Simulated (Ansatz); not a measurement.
Predict the output of the script below (Ansatz 0.2.0, Python API).

`defect.py`
```python
'''A vacancy in a supercell of Li3Au, against the perfect cell.'''

import argparse
import warnings

import ansatz as az
import numpy as np

parser = argparse.ArgumentParser(description='A vacancy in a supercell of Li3Au, against the perfect cell.')
parser.add_argument('--filling', default='cold', help='how the bands are filled')
parser.add_argument('--width-ev', type=float, required=True, help='smearing width (eV)')
parser.add_argument('--kmesh', type=int, nargs=3, default=[2, 2, 4], help='k-point sampling')
args = parser.parse_args()


def main() -> None:
    warnings.simplefilter('ignore', az.DeckWarning)

    cell = (
        az.Lattice.of((-2.026052, 2.026052, 3.801072), (2.026052, -2.026052, 3.801072), (2.026052, 2.026052, -3.801072))
        .atom('Li', (0.75, 0.25, 0.5))
        .atom('Li', (0.25, 0.75, 0.5))
        .atom('Li', (0.5, 0.5, 0.0))
        .atom('Au', (0.0, 0.0, 0.0))
    )
    host = cell.supercell(2, 2, 1)
    defective = host.vacancy('Li', at=(0.75, 0.25, 0.5))

    def settled(structure):
        return (
            structure.calculation()
            .pseudopotentials('paw')
            .occupations(args.filling, width=args.width_ev)  # fractional filling near the Fermi level
            .functional(az.Functional.PBESOL)
            .kpoints(*args.kmesh)  # the mesh must be finer for metals
            .band_table()
        )


    perfect = settled(host).run(threads=1).report
    calculation = settled(defective).forces()
    done = calculation.run(threads=1)
    data = done.report

    n_host, n_defect = len(perfect['lattice']['sites']), len(data['lattice']['sites'])
    print(f'perfect cell: {n_host} atoms, F = {perfect["free_energy_ev"]:.4f} eV')
    print(f'defect cell:  {n_defect} atoms, F = {data["free_energy_ev"]:.4f} eV')
    # chemical potentials are still to be added to this difference
    print(f'difference {data["free_energy_ev"] - perfect["free_energy_ev"]:.4f} eV (no chemical potentials)')

    for label, run in (('perfect', perfect), ('defect', data)):
        levels, filled = np.array(run['eigenvalues_ev'][0]), np.array(run['occupations'][0])
        top = int(np.argmin(np.abs(levels - run['fermi_energy_ev'])))
        window = slice(max(top - 3, 0), top + 4)
        print(label, 'levels near E_F at the first k-point:', ', '.join(f'{e - run["fermi_energy_ev"]:.2f} ({f:.2f})' for e, f in zip(levels[window], filled[window])))

    for site in done.lattice.sites:
        print(f'{site.symbol:2s}', ' '.join(f'{v:8.4f}' for v in site.position_ang))


if __name__ == '__main__':
    main()
```

```console
$ python defect.py --width-ev 0.1
perfect cell: 16 atoms, F = -54470.1268 eV
defect cell:  15 atoms, F = -54266.1680 eV
difference 203.9588 eV (no chemical potentials)
perfect levels near E_F at the first k-point: -2.07 (2.00), -0.94 (2.00), -0.38 (2.00), -0.25 (2.02), 1.66 (0.00), 1.66 (0.00), 2.34 (0.00)
defect levels near E_F at the first k-point: -1.95 (2.00), -0.88 (2.00), -0.29 (2.01), -0.04 (1.42), 1.68 (0.00), 1.83 (0.00), 2.51 (0.00)
Li   2.0261   0.0000   1.9005
Li   0.0000   0.0000   3.8011
Au   0.0000   0.0000   0.0000
Li   2.0261   0.0000   5.7016
Li   4.0521  -2.0261   5.7016
Li   2.0261  -2.0261   7.6021
Au   2.0261  -2.0261   3.8011
Li  -2.0261   4.0521   5.7016
Li   0.0000   2.0261   5.7016
Li  -2.0261   2.0261   7.6021
Au  -2.0261   2.0261   3.8011
Li   0.0000   2.0261   9.5027
Li   2.0261   0.0000   9.5027
Li   0.0000   0.0000  11.4032
Au   0.0000   0.0000   7.6021
```

Caveats:
- Total energies depend on the potentials; only differences at equal settings carry meaning. A total without «per atom» is that of the whole cell that was run.
- The computed bands are complete only to about 4.0 eV above the Fermi level.
- The mesh is modest for a metal, so energies can be off by several to tens of meV an atom and pressures by half a GPa or more; differences at equal mesh fare better.
- The atoms stand at ideal sites; relaxing them can change energy and levels by an eV or more.
- The difference holds no chemical potentials.
- Errors of mesh and smearing per atom add up over the supercell, so the energy can be off by tenths of an eV.
- Each cell's levels count from its own Fermi level and aren't aligned; one k-point can hide that the defect cell is metallic.
- The structure comes from a database of computed cells and needn't be a stable or known phase.
- Gaps and levels are Kohn-Sham values on a finite set of k-points, without spin-orbit coupling.
- The supercell is small, so the defect meets its images and the energies aren't those of an isolated defect; a partly filled defect level may also lower its energy by spin or distortion. For a charged cell the difference holds no correction, alignment or term for the electrons' reservoir.
- Wall time of the script: 21 s on 1 thread of Arm Neoverse V2, with other jobs on the host, peak memory 0.57 GiB.
